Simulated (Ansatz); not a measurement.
A nudged elastic band was laid between two geometries of a periodic cell of 63 atoms, Si (host Si, host structure diamond, one Si atom removed), cell charge +2.

Theory: DFT LDA, scalar-relativistic, plane waves, PAW (Ansatz). Settings: PAW set soft_1, cutoff 420 eV, k mesh 1x1x1, gaussian smearing 0.05 eV, no spin polarisation.

```yaml
movable_images: 7
climbing_image: yes
spring: 5.0 eV/Å²
optimiser: lbfgs
start_path: IDPP
force_threshold: 0.03 eV/Å
iteration_limit: 80
end_points: relaxed
```

First end point:

```xyz
63
Lattice="10.8600 0.0000 0.0000 0.0000 10.8600 0.0000 0.0000 0.0000 10.8600" Properties=species:S:1:pos:R:3
Si 5.435 -0.004 -0.003
Si 6.794 1.355 1.352
Si 8.150 2.712 -0.004
Si 9.506 4.068 1.351
Si 8.149 -0.004 2.711
Si 9.509 1.352 4.050
Si 0.004 -0.003 -0.006
Si 1.343 1.351 1.356
Si 2.719 2.711 -0.004
Si 4.096 4.072 1.355
Si 5.435 5.426 -0.007
Si 6.790 6.766 1.355
Si 8.150 8.141 -0.005
Si 9.510 9.517 1.356
Si 2.747 -0.007 2.714
Si 4.075 1.365 4.071
Si 5.435 2.711 2.711
Si 6.790 4.071 4.051
Si 8.151 5.426 2.711
Si 9.497 6.786 4.071
Si 5.432 -0.007 5.400
Si 6.790 1.351 6.801
Si 8.150 2.711 5.427
Si 9.511 4.072 6.801
Si 8.151 -0.003 8.141
Si 9.506 1.357 9.499
Si 0.005 5.427 -0.004
Si 1.364 6.785 1.344
Si 2.719 8.141 -0.003
Si 4.075 9.497 1.343
Si 0.005 2.713 2.711
Si 1.364 4.058 4.072
Si 2.693 5.428 2.715
Si 4.144 6.716 4.001
Si 5.432 8.168 2.715
Si 6.803 9.496 4.072
Si 0.007 -0.007 5.452
Si 1.365 1.363 6.782
Si 2.720 2.711 5.427
Si 4.075 4.059 6.782
Si 5.431 5.429 5.453
Si 6.803 6.786 6.782
Si 8.150 8.141 5.427
Si 9.497 9.497 6.782
Si 2.694 -0.007 8.139
Si 4.095 1.352 9.496
Si 5.435 2.713 8.141
Si 6.795 4.068 9.499
Si 8.150 5.426 8.141
Si 9.511 6.767 9.495
Si 0.008 8.115 2.715
Si 1.296 9.566 4.002
Si 0.008 5.430 5.400
Si 1.298 6.720 6.847
Si 4.143 9.565 6.851
Si 0.006 2.712 8.140
Si 1.345 4.072 9.496
Si 2.745 5.430 8.138
Si 4.074 6.786 9.509
Si 5.431 8.115 8.138
Si 6.790 9.517 9.496
Si 0.009 8.167 8.138
Si 1.364 9.497 9.509
```

Last end point:

Only the atoms that move by more than 0.05 Å are listed.
```
Si33 2.664 5.379 2.664
Si34 2.664 8.196 5.481
Si35 5.481 8.196 2.664
Si41 5.481 5.379 5.481
Si52 1.364 9.496 4.048
Si54 1.364 6.763 6.781
Si55 4.097 9.496 6.781
```

Which bonds break or form, and what moves?

Contacts lost: Si33–Si34, Si34–Si35, Si34–Si41. Contacts made: Si34–Si52, Si34–Si54, Si34–Si55. The atom that moves furthest is Si34, by 2.56 Å.

What energy profile does the band end with?

The run converged. The highest image is number 4 of 0 to 8, 0.62 eV above the ends, which have the same energy within 2 meV. By the program's own check the climbing image is a first-order saddle point (lowest curvatures found: -2.11 and 1.05 eV/Å²). Limits of this set-up: coarse k mesh, PAW files made for another functional, charged cell in a uniform background, uncorrected.

```csv
image,path coordinate (Å),energy (eV),Si33–Si34 (Å),Si34–Si35 (Å),Si34–Si41 (Å)
0,0.00,0.00,2.33,2.33,2.33
1,0.37,0.06,2.37,2.37,2.37
2,0.75,0.24,2.43,2.43,2.43
3,1.12,0.49,2.56,2.56,2.56
4,1.50,0.62,2.77,2.78,2.77
5,1.86,0.49,3.07,3.07,3.07
6,2.23,0.25,3.38,3.38,3.39
7,2.59,0.06,3.69,3.69,3.70
8,2.96,0.00,3.98,3.98,3.98
```

What is the geometry of the highest image?


```xyz
63
Lattice="10.8600 0.0000 0.0000 0.0000 10.8600 0.0000 0.0000 0.0000 10.8600" Properties=species:S:1:pos:R:3
Si 5.455 0.006 0.000
Si 6.776 1.387 1.369
Si 8.147 2.714 -0.002
Si 9.473 4.084 1.369
Si 8.146 0.006 2.691
Si 9.523 1.338 4.069
Si 0.016 -0.015 -0.033
Si 1.338 1.354 1.348
Si 2.716 2.731 0.016
Si 4.051 4.158 1.443
Si 5.415 5.446 0.032
Si 6.702 6.810 1.444
Si 8.129 8.144 0.016
Si 9.506 9.523 1.348
Si 2.725 -0.004 2.706
Si 4.074 1.359 4.071
Si 5.415 2.747 2.730
Si 6.703 4.158 4.095
Si 8.114 5.445 2.730
Si 9.501 6.786 4.071
Si 5.440 -0.003 5.421
Si 6.798 1.354 6.808
Si 8.130 2.731 5.429
Si 9.507 4.063 6.808
Si 8.179 -0.016 8.129
Si 9.505 1.356 9.500
Si -0.005 5.406 0.000
Si 1.353 6.793 1.357
Si 2.718 8.143 -0.006
Si 4.068 9.508 1.357
Si -0.005 2.715 2.691
Si 1.352 4.073 4.078
Si 2.690 5.568 2.852
Si 3.397 7.462 4.752
Si 5.293 8.171 2.853
Si 6.788 9.508 4.078
Si 0.091 -0.090 5.404
Si 1.377 1.322 6.768
Si 2.718 2.710 5.427
Si 4.068 4.073 6.793
Si 5.294 5.567 5.455
Si 6.788 6.793 6.793
Si 8.151 8.143 5.427
Si 9.539 9.483 6.768
Si 2.742 -0.089 8.056
Si 4.076 1.338 9.483
Si 5.455 2.715 8.150
Si 6.776 4.085 9.532
Si 8.146 5.406 8.150
Si 9.522 6.785 9.483
Si 0.004 8.136 2.706
Si 1.500 9.361 4.043
Si 0.004 5.421 5.421
Si 1.499 6.759 6.646
Si 4.102 9.362 6.646
Si 0.016 2.682 8.129
Si 1.337 4.063 9.499
Si 2.724 5.421 8.141
Si 4.074 6.786 9.504
Si 5.440 8.136 8.141
Si 6.797 9.523 9.499
Si 0.090 8.119 8.056
Si 1.377 9.484 9.467
```

The band took 20 iterations and of the order of 70 core-minutes.

Run time: 20 min on 4 threads of Arm Neoverse N1 (shared host), peak memory 3.2 GiB.
